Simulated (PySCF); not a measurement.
**n-Butylgermane (C4H12Ge): geometry, NMR shifts, spin-spin couplings, electronic excitations and core binding energies**

What NMR shifts, spin-spin couplings, electronic excitations and core binding energies should n-Butylgermane (C4H12Ge) (`CCC[CH2][GeH3]`) show?

The runs use PySCF 2.14.0, with density-fitted response routines of our own; the level of theory stands in each step. All values are computed, except where a source is named. Atoms count from 0, in the outputs and in this text.

## 1. The molecule as given

17 atoms, charge 0, multiplicity 1; geometry from: GFN2-xTB.

Bonds of the start (Å): C0–C1 1.52, C1–C2 1.52, C2–C3 1.52, C3–Ge4 1.98, C0–H5 1.09, C0–H6 1.09, C0–H7 1.09, C1–H8 1.10, C1–H9 1.09, C2–H10 1.09, C2–H11 1.09, C3–H12 1.09, C3–H13 1.09, Ge4–H14 1.50, Ge4–H15 1.50, Ge4–H16 1.50.

## 2. Relaxing the molecule at PBE0-D3(BJ)/def2-SVP

What the job is given:

```
{"job": {"xc": "PBE0", "basis": "def2-SVP", "d3": "d3bj", "grid": 1, "kind": "geom"}, "charge": 0, "multiplicity": 1}
C     -2.382130    -0.285220     0.687350
C     -0.891290    -0.529240     0.500900
C     -0.306570     0.309350    -0.629320
C      1.177110     0.030680    -0.840660
Ge     2.299450     0.397510     0.743670
H     -2.569880     0.759200     0.925530
H     -2.772170    -0.895170     1.498640
H     -2.926770    -0.531270    -0.221990
H     -0.365530    -0.280350     1.429100
H     -0.716700    -1.587400     0.291020
H     -0.446290     1.368650    -0.396710
H     -0.851850     0.102470    -1.555420
H      1.546300     0.645540    -1.664970
H      1.315770    -1.010450    -1.140430
H      3.740760     0.512170     0.357300
H      1.914300     1.685850     1.399050
H      2.221500    -0.668270     1.790400
```

**Question.** This job is followed by: GIAO PBE0/pcSseg-1 NMR shielding, non-relativistic, gas phase; B3LYP/pcJ-1 Ge:pcSseg-1 indirect spin-spin coupling, non-relativistic, gas phase; TDDFT PBE0/def2-SVPD, vertical, gas phase, core orbitals frozen in the response; GIAO KT3/pcSseg-1 NMR shielding, non-relativistic, gas phase; delta-SCF UKS SCAN, pcX-2 on the ionised atom, pcseg-1 elsewhere, spin-free X2C. Predict these results of the whole session: point group; rotational constants (main isotopes); ¹³C shifts against TMS (PBE0/pcSseg-1); ¹H shifts against TMS (PBE0/pcSseg-1, means over atoms taken as alike); ⁷³Ge shifts against GeMe4 (PBE0/pcSseg-1); largest coupling of the table (B3LYP/pcSseg-1+pcJ-1); lowest singlet (PBE0/def2-SVPD); brightest single state of those computed; lowest triplet; vertical ionisation energy (ΔSCF); C1s binding energies, SCAN/pcX-2; range of the shift of C3.

**Answer**, as computed:

```
                                                              quantity                                          value
                                                           point group                                             C1
                                  rotational constants (main isotopes)                           7.59, 1.16, 1.07 GHz
                                ¹³C shifts against TMS (PBE0/pcSseg-1)                     32.4, 27.2, 16.6, 12.0 ppm
¹H shifts against TMS (PBE0/pcSseg-1, means over atoms taken as alike)               3.80, 1.39, 1.13, 0.98, 0.97 ppm
                             ⁷³Ge shifts against GeMe4 (PBE0/pcSseg-1)                                       -222 ppm
                  largest coupling of the table (B3LYP/pcSseg-1+pcJ-1)                       ¹J(C,H) C3–H12, 133.8 Hz
                                       lowest singlet (PBE0/def2-SVPD)                    7.54 eV (164 nm), f = 0.003
                              brightest single state of those computed                    state 2, 8.08 eV, f = 0.167
                                                        lowest triplet                                        7.25 eV
                                     vertical ionisation energy (ΔSCF)                                       10.14 eV
                                      C1s binding energies, SCAN/pcX-2  C0 290.55, C2 290.50, C1 290.49, C3 290.16 eV
                                              range of the shift of C3                               12.0 to 14.4 ppm
```

The optimisation took 11 steps and gained 0.109 eV; among the close pairs (by a distance rule), Ge4–H15 changed most, from 1.496 to 1.543 Å. At PBE0/pcSseg-1: The widest tensor belongs to Ge4: span 200 ppm, with a paramagnetic part of -1204 ppm. In the run at B3LYP/pcSseg-1+pcJ-1, the largest coupling of the table is C3–H12 (mean over like pairs), 133.8 Hz, of which the Fermi-contact term gives 131.4 Hz. Couplings across rotatable bonds belong to this one conformer; where others are populated, the observed values are averages, and the simulated multiplets take (2 J gauche + J anti)/3 across rotating chain bonds. The first singlet state (HOMO→LUMO 0.95) lies at 7.54 eV and is weak; of the 10 states computed, the strongest absorption comes from state 2 at 8.08 eV. The lowest triplet lies 0.29 eV below the lowest singlet (triplets in Tamm-Dancoff, singlets in full TDDFT). ΔSCF puts the ionisation energy at 10.14 eV, 1.93 eV above −ε(HOMO). C0 (methyl carbon) binds its C1s electron 0.39 eV more tightly than C3 (sp3 CH2 bonded to Ge). Across the 2 runs the shift of C3 moves most, between 12.0 (PBE0/pcSseg-1) and 14.4 ppm (KT3/pcSseg-1). Spin-orbit coupling is left out, which matters for shieldings and couplings at and beside the heavy atoms.
